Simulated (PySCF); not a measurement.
**C2ClF5 (chloropentafluoroethane): levels of theory compared**

Wanted: a comparison of 3 runs (BLYP/def2-SVP, r2SCAN/def2-SVP, revPBE/def2-SVP) of C2ClF5 (chloropentafluoroethane). The job is set up through a Python script.

The calculation is run with PySCF 2.14.0.

**1. The system as given**

C2ClF5 has 8 atoms, charge 0, and is taken as a singlet. SMILES: `FC(F)(F)C(F)(F)Cl`. The C2–C5 distance was set to 2.328 Å, away from the relaxed value. At this shape a bond of the SMILES string is far longer than usual.

Bond lengths: F1–C2 1.324 Å, C2–F3 1.324 Å, C2–F4 1.327 Å, C5–F6 1.331 Å, C5–F7 1.331 Å, C5–Cl8 1.753 Å. Angles: F1–C2–F3 109.3°, F1–C2–F4 108.9°, F3–C2–F4 108.9°, F6–C5–F7 108.5°, F6–C5–Cl8 110.1°, F7–C5–Cl8 110.1°. A long bond or contact: C2–C5 2.328 Å.

**2. The energy at BLYP/def2-SVP (run 1)**

Contents of calc.py:

```python
from pyscf import gto, dft

molecule = gto.M(
    atom='''
F      0.454736    -2.100942    -0.994737
C     -0.023044    -0.900272    -1.282887
F     -1.265904    -1.017942    -1.723767
F      0.722196    -0.359842    -2.238927
C      0.044800     0.472260     0.595750
F     -0.410260     1.675970     0.257120
F      1.311180     0.593310     0.986010
Cl    -0.924140    -0.192510     1.896710
''',
    charge=0,
    verbose=3,
    max_memory=1860,
    basis='def2-svp',
)

calc0 = dft.RKS(molecule, xc='blyp')
calc0.conv_tol = 1e-10
calc0.grids.level = 5
calc0.kernel()
if not calc0.converged:
    calc0 = calc0.newton().run(calc0.mo_coeff, calc0.mo_occ)

e_tot = calc0.e_tot
print(f'total energy: {e_tot:.8f} hartree')
```

Launch:

```bash
OMP_NUM_THREADS=1 python calc.py
```

Output:

```text
converged SCF energy = -1034.89476889358
total energy: -1034.89476889 hartree
```

Run time: 37 s. Hardware: 1 thread of Intel Xeon at 2.70GHz, shared host; peak memory 0.66 GiB.

**3. A single-point energy at r2SCAN/def2-SVP (run 2)**

Contents of job.py:

```python
from pyscf import gto, dft

molecule = gto.M(
    atom='''
F        0.454736      -2.100942      -0.994737
C       -0.023044      -0.900272      -1.282887
F       -1.265904      -1.017942      -1.723767
F        0.722196      -0.359842      -2.238927
C        0.044800       0.472260       0.595750
F       -0.410260       1.675970       0.257120
F        1.311180       0.593310       0.986010
Cl      -0.924140      -0.192510       1.896710
''',
    verbose=4,
    max_memory=1860,
    basis='def2-svp',
    charge=0,
)

mf = dft.RKS(molecule)
mf.xc = 'r2scan'
mf.grids.level = 5
mf.conv_tol = 1e-10
mf.kernel()
if not mf.converged:
    mf = mf.newton().run(mf.mo_coeff, mf.mo_occ)

e_tot = mf.e_tot
print('Final energy', e_tot)
```

Launch:

```bash
OMP_NUM_THREADS=1 python job.py
```

Output:

```text
PySCF version 2.14.0

[... 83 lines left out ...]
converged SCF energy = -1034.67578250151
Final energy -1034.6757825015125
```

Wall time 58 s (1 thread of Intel Xeon at 2.70GHz, shared host); peak memory 0.67 GiB.

**4. The energy at revPBE/def2-SVP (run 3)**

Contents of geometry.xyz:

```xyz
8
C2ClF5
F      0.454736    -2.100942    -0.994737
C     -0.023044    -0.900272    -1.282887
F     -1.265904    -1.017942    -1.723767
F      0.722196    -0.359842    -2.238927
C      0.044800     0.472260     0.595750
F     -0.410260     1.675970     0.257120
F      1.311180     0.593310     0.986010
Cl    -0.924140    -0.192510     1.896710
```

Contents of job.py:

```python
from pyscf import gto, dft

mol = gto.M(
    atom='geometry.xyz',
    verbose=3,
    basis='def2-svp',
    charge=0,
    max_memory=1860,
)

mf = dft.RKS(mol, xc='revpbe')
mf.grids.level = 5
mf.conv_tol = 1e-10
mf.kernel()
if not mf.converged:
    mf = mf.newton().run(mf.mo_coeff, mf.mo_occ)

e_tot = mf.e_tot
print('E(%s) = %.9f' % ('REVPBE', e_tot))
```

Launch:

```bash
OMP_NUM_THREADS=1 python job.py
```

Output:

```text
converged SCF energy = -1034.69033297518
E(REVPBE) = -1034.690332975
```

It took 37 s on 1 thread of Intel Xeon at 2.70GHz, shared host; peak memory 0.66 GiB.

**5. Overview of the runs**

```tsv
run	level	energy (Eh)	dipole moment (D)	HOMO energy (eV)	LUMO energy (eV)	wall time
1	BLYP/def2-SVP	-1034.894769	0.29	-6.69	-2.93	37 s
2	r2SCAN/def2-SVP	-1034.675783	0.23	-7.35	-3.20	58 s
3	revPBE/def2-SVP	-1034.690333	0.16	-6.81	-2.97	37 s
```

**6. What came out**

```
            quantity           value
 run 3: total energy  -1034.69033 Eh
run 3: dipole moment          0.16 D
  run 3: HOMO energy        -6.81 eV
  run 3: LUMO energy        -2.97 eV
run 3: HOMO–LUMO gap         3.83 eV
```

What this shows: The dipole moment (its size) runs from 0.16 D (revPBE/def2-SVP) to 0.29 D (BLYP/def2-SVP). The HOMO–LUMO gap runs from 3.75 eV (BLYP/def2-SVP) to 4.15 eV (r2SCAN/def2-SVP). Totals of different functionals can't be ranked against each other. All runs together took 2.2 min, the longest 58 s.
